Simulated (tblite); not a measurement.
# C10H14SSi2: the cost of one run

Computed with tblite 0.8.0 and PySCF 2.14.0; each step states its level. No surroundings beyond the atoms listed, unless a continuum is named. Atoms count from 0, parts from 1.

## Step 1: The system as given

27 atoms, charge 0, multiplicity 1; geometry: rigid parts in contact. Parts: 1 = atoms 0–18, `Sc1cccc2ccccc12`, charge 0; 2 = atoms 19–26, `[SiH3][SiH3]`, charge 0.

## Step 2: Docking the parts with GFN1-xTB

Job settings and geometry (Å):

```
{"job": {"kind": "dock", "xc": "GFN1-xTB", "basis": "xTB"}, "charge": 0, "multiplicity": 1, "parts": [{"atoms": "0-18", "charge": 0, "multiplicity": 1}, {"atoms": "19-26", "charge": 0, "multiplicity": 1}]}
C      2.691444    -0.324686    -0.047769
C      2.382289     1.044105     0.044142
C      1.075734     1.456603     0.081989
C      0.015765     0.522516     0.031174
C      0.328938    -0.862013    -0.060935
C      1.687620    -1.255316    -0.099822
C     -0.719007    -1.811166    -0.110447
C     -2.025168    -1.400332    -0.068769
C     -2.344283    -0.035477     0.023032
C     -1.351865     0.917357     0.071729
S     -1.703745     2.628649     0.186048
H      3.729837    -0.636158    -0.077577
H      3.185966     1.771220     0.084509
H      0.841956     2.513015     0.152670
H      1.921364    -2.312547    -0.170258
H     -0.471792    -2.864539    -0.179952
H     -2.830788    -2.125328    -0.107069
H     -3.387319     0.261165     0.055573
H     -3.026948     2.512932     0.191733
Si    -0.703182     0.286064     5.679456
Si    -0.467987     0.601074     3.395753
H     -0.861445     1.523731     6.444563
H      0.432384    -0.386802     6.311716
H     -1.860767    -0.524617     6.059894
H      0.543736     1.593282     3.027920
H     -0.076247    -0.602560     2.659924
H     -1.683658     1.057367     2.719600
```

Method: GFN1-xTB search for minima from random contacts, gas phase.

Launch:

```console
$ OMP_NUM_THREADS=1 python cluster_run.py task.json out
```

One launch serves the whole session: the jobs run in the order shown.

Q: Estimate the wall time of this first job on 1 thread of Arm Neoverse N1, shared host.

About 3 min.
